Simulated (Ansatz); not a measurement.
Run this with Ansatz 0.2.0 through its Python package and show what comes out.

Script `scan_h6npssi.py`:
```python
"""Potential curve of H6NPSSi along one bond."""

import ansatz as az
from ase import Atoms
import matplotlib.pyplot as plt
import numpy as np


def main() -> None:
    atoms = Atoms(["N", "P", "S", "Si", "H", "H", "H", "H", "H", "H"], positions=[
        (0.1621, 2.2862, -0.9697),
        (-0.3543, 0.6959, -1.055),
        (0.1346, 0.2725, 0.9164),
        (-0.1666, -1.8287, 0.9149),
        (-0.5573, 2.8512, -0.4429),
        (0.9927, 2.4314, -0.472),
        (0.816, 0.1653, -1.704),
        (0.6367, -2.4749, -0.126),
        (0.0953, -2.3851, 2.2934),
        (-1.676, -2.065, 0.6477),
    ])
    mol = az.Crystal.molecule_from_ase(atoms)

    symbols = [site.symbol for site in mol.cartesian_sites]
    start = np.array([site.position_ang for site in mol.cartesian_sites])
    axis = (start[6] - start[1]) / np.linalg.norm(start[6] - start[1])
    moving = [6]
    lengths, energies = [1.22, 1.32, 1.44, 1.58, 1.8, 2.16, 2.59, 3.17], []
    for length in lengths:
        xyz = start.copy()
        xyz[moving] += (length - np.linalg.norm(start[6] - start[1])) * axis
        point = az.Crystal.molecule()
        for symbol, place in zip(symbols, xyz):
            point = point.atom(symbol, place.tolist())
        job = (
            point.calculation()
            .basis(gaussian="def2-SVP")
            .functional("hf")
            .spin("collinear")
        )
        report = job.run(threads=1).report
        energies.append(report["free_energy_ev"])
        print(f"r = {length:6.3f} A  E = {energies[-1]:.5f} eV  <S^2> = {abs(report['mean_field']['state']['spin_squared']):.3f}")

    print("energy above the lowest point (eV):", [round(e - min(energies), 3) for e in energies])
    plt.figure(figsize=(4.5, 3))
    plt.plot(lengths, np.array(energies) - min(energies), "o-")
    plt.xlabel("bond length (A)")
    plt.ylabel("E - E(min) (eV)")
    plt.tight_layout()
    plt.savefig("scan.png", dpi=100)


if __name__ == "__main__":
    main()
```

Output of `python scan_h6npssi.py`:
```text
r =  1.220 A  E = -29518.06810 eV  <S^2> = 0.000
r =  1.320 A  E = -29518.54100 eV  <S^2> = 0.000
r =  1.440 A  E = -29518.64861 eV  <S^2> = 0.000
r =  1.580 A  E = -29518.41273 eV  <S^2> = 0.000
r =  1.800 A  E = -29517.69092 eV  <S^2> = 0.000
r =  2.160 A  E = -29516.60702 eV  <S^2> = 0.532
r =  2.590 A  E = -29516.24395 eV  <S^2> = 0.879
r =  3.170 A  E = -29516.15400 eV  <S^2> = 0.990
energy above the lowest point (eV): [0.581, 0.108, 0.0, 0.236, 0.958, 2.042, 2.405, 2.495]
```

What to keep in mind:
- Total energies depend on the basis set; only differences at equal settings carry meaning.
- The rest of the molecule is held rigid at a force-field or estimated start geometry, and the basis set is modest; single-reference methods fail as a bond breaks.
- The expectation value of S² is noticeably off S(S+1) in at least one run, so that state is spin-contaminated.
- Hartree-Fock leaves correlation out, so bond, atomisation and ionisation energies come out well too low.
- Wall time of the script: 24 s on 1 thread of Intel(R) Xeon(R) Processor @ 2.30GHz, on a shared host, peak memory 0.41 GiB.
